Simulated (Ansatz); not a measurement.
Born–Oppenheimer molecular dynamics of a periodic cell of 19 atoms, SiW$_{8}$C$_{8}$Cl$_{2}$ (surface WC(001), adsorbate SiCl2). It starts from a partly relaxed structure (largest force component 0.07 eV/Å).

These are results of Ansatz 0.2.0, DFT PBE, scalar-relativistic, plane waves, PAW, not measurements. Settings: PAW set soft_1, cutoff 420 eV, k mesh 3x3x1, fermi-dirac smearing 0.1 eV, no spin polarisation.

```
ensemble        : NVT, Langevin thermostat
time step       : 1 fs
steps asked     : 110
set temperature : 500 K
friction        : 0.05 /fs
atoms held      : 1, 5, 9, 13
seed            : 413822
```

First frame:

```xyz
19
Lattice="5.8006 0.0000 0.0000 -2.9003 5.0235 0.0000 0.0000 0.0000 16.2466" Properties=species:S:1:pos:R:3
W 0.000 0.000 1.000
C 1.457 0.834 2.333
W 0.006 0.002 3.846
C 1.415 0.849 5.145
W -1.450 2.512 1.000
C 0.001 3.357 2.333
W -1.445 2.515 3.846
C -0.008 3.312 5.146
W 2.900 0.000 1.000
C 4.341 0.832 2.354
W 2.869 -0.018 3.884
C 4.305 0.811 5.106
W 1.450 2.512 1.000
C 2.911 3.355 2.291
W 1.461 2.518 3.796
C 2.896 3.346 4.940
Si 0.668 2.060 6.286
Cl -1.286 0.935 6.893
Cl 1.461 2.518 8.131
```

(1) What does the run give?

(2) What happens to the structure?

(3) How do temperature and energy run in time?

Answers

(1) The run went to its last step.

```json
{"steps done": "110", "time covered": "110 fs", "mean temperature over the second half": "481 K", "spread of the potential energy over the second half": "5.5 meV per atom", "mean potential energy of the second half above the start": "45.6 meV per atom"}
```

A run of 0.11 ps of so small a system gives no equilibrium averages. Limits of this set-up: coarse k mesh, thin slab, slab without dipole correction.

(2) Mean squared displacements from the first frame to the last: W 0.00 Å², C 0.01 Å², Si 0.02 Å², Cl 0.04 Å². This is one draw of velocities; another would differ in detail.

(3) 
```json
{"time (fs)": "0.0", "T (K)": "500", "potential energy less start (eV)": "0.000"}
{"time (fs)": "9.0", "T (K)": "470", "potential energy less start (eV)": "0.458"}
{"time (fs)": "18.0", "T (K)": "467", "potential energy less start (eV)": "0.814"}
{"time (fs)": "27.0", "T (K)": "660", "potential energy less start (eV)": "0.977"}
{"time (fs)": "36.0", "T (K)": "376", "potential energy less start (eV)": "0.894"}
{"time (fs)": "45.0", "T (K)": "389", "potential energy less start (eV)": "0.677"}
{"time (fs)": "54.0", "T (K)": "343", "potential energy less start (eV)": "0.724"}
{"time (fs)": "63.0", "T (K)": "587", "potential energy less start (eV)": "0.904"}
{"time (fs)": "72.0", "T (K)": "490", "potential energy less start (eV)": "0.813"}
{"time (fs)": "81.0", "T (K)": "507", "potential energy less start (eV)": "0.742"}
{"time (fs)": "90.0", "T (K)": "524", "potential energy less start (eV)": "0.911"}
{"time (fs)": "99.0", "T (K)": "443", "potential energy less start (eV)": "0.912"}
{"time (fs)": "108.0", "T (K)": "446", "potential energy less start (eV)": "1.042"}
```

Run time: 23 min on 2 threads of AMD EPYC 7R43 64-Core Processor (Zen 3), with other jobs on the host, peak memory 1.2 GiB.
